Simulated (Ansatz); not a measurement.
Geometry optimisation, DFT LDA, scalar-relativistic, plane waves, PAW (Ansatz).

input.yaml

```yaml
crystal:
  lattice:
    - [0.0, 5.43, 5.43]
    - [5.43, 0.0, 5.43]
    - [5.43, 5.43, 0.0]
  atoms:
    - { symbol: Si, position: [0.0, 0.0, 0.0] }
    - { symbol: Si, position: [0.125, 0.125, 0.125] }
    - { symbol: Si, position: [0.0, 0.0, 0.5] }
    - { symbol: Si, position: [0.125, 0.125, 0.625] }
    - { symbol: Si, position: [0.0, 0.5, 0.0] }
    - { symbol: Si, position: [0.125, 0.625, 0.125] }
    - { symbol: Si, position: [0.0, 0.5, 0.5] }
    - { symbol: Si, position: [0.125, 0.625, 0.625] }
    - { symbol: Si, position: [0.5, 0.0, 0.0] }
    - { symbol: Si, position: [0.625, 0.125, 0.125] }
    - { symbol: Si, position: [0.5, 0.0, 0.5] }
    - { symbol: Si, position: [0.625, 0.125, 0.625] }
    - { symbol: Si, position: [0.5, 0.5, 0.0] }
    - { symbol: Si, position: [0.625, 0.625, 0.125] }
    - { symbol: Si, position: [0.5, 0.5, 0.5] }
    - { symbol: Si, position: [0.625, 0.625, 0.625] }
    - { symbol: Li, position: [0.81822126, 0.80244506, 0.31090593], spin: 1.0 }
magnetization:
  spin_polarized: true
basis:
  ecutwfc: 420.0
kpoints:
  mp_grid: { grid: [2, 2, 2] }
hamiltonian:
  xc: lda
scf:
  occupations: { method: gaussian, width: 0.05 }
  lower_state_search: "off"
relax:
  f_tol: 0.03
  max_steps: 60
  adjacent_minimum: "off"
```

Launched with:

```bash
$ ansatz run input.yaml --threads 2 --pin off --max-ram 5120MiB --backend cpu --events-out ev --progress --plain --runs-dir out
```

Task: Where does it end, and by what steps?

Result: The run converged. The force dipped under the threshold on the way, but the program's further checks kept it going. Limits of this set-up: coarse k mesh, a small cell, in which the defect meets its images. After 9 steps the energy has fallen by 0.865 eV; Li17 moved furthest, 1.08 Å. Joined: Si5–Li17 (3.47 → 2.73 Å), Si9–Li17 (3.53 → 2.73 Å), Si14–Li17 (3.49 → 2.40 Å), Si15–Li17 (3.50 → 2.73 Å).

```csv
step,energy less start (eV),largest force component (eV/Å),accepted
0,0.0000,1.498,yes
1,-0.3275,0.539,yes
2,-0.3936,0.107,yes
3,-0.4579,0.271,yes
4,-0.5679,0.339,yes
5,-0.6936,0.293,yes
6,-0.8064,0.186,yes
7,-0.8632,0.026,yes
8,-0.8632,0.026,yes
9,-0.8645,0.016,yes
```

```xyz
17
Lattice="0.0000 5.4300 5.4300 5.4300 0.0000 5.4300 5.4300 5.4300 0.0000" Properties=species:S:1:pos:R:3
Si 0.037 0.042 0.056
Si 1.406 1.410 1.385
Si 2.751 2.756 0.038
Si 4.097 4.102 1.384
Si 2.735 0.041 2.754
Si 4.079 1.428 4.140
Si 5.467 2.774 2.754
Si 6.835 4.103 4.123
Si 0.036 2.739 2.753
Si 1.423 4.084 4.140
Si 2.769 5.472 2.754
Si 4.098 6.840 4.123
Si 2.751 2.756 5.469
Si 4.079 4.084 6.797
Si 5.466 5.471 5.452
Si 6.852 6.858 6.797
Li 5.464 5.469 8.181
```

Whether the end is a true minimum wasn't checked by a vibrational analysis.

The run took 54 s on 2 threads of Intel(R) Xeon(R) Platinum 8259CL CPU @ 2.50GHz (Skylake/Cascade Lake), with other jobs on the host, peak memory 0.73 GiB.
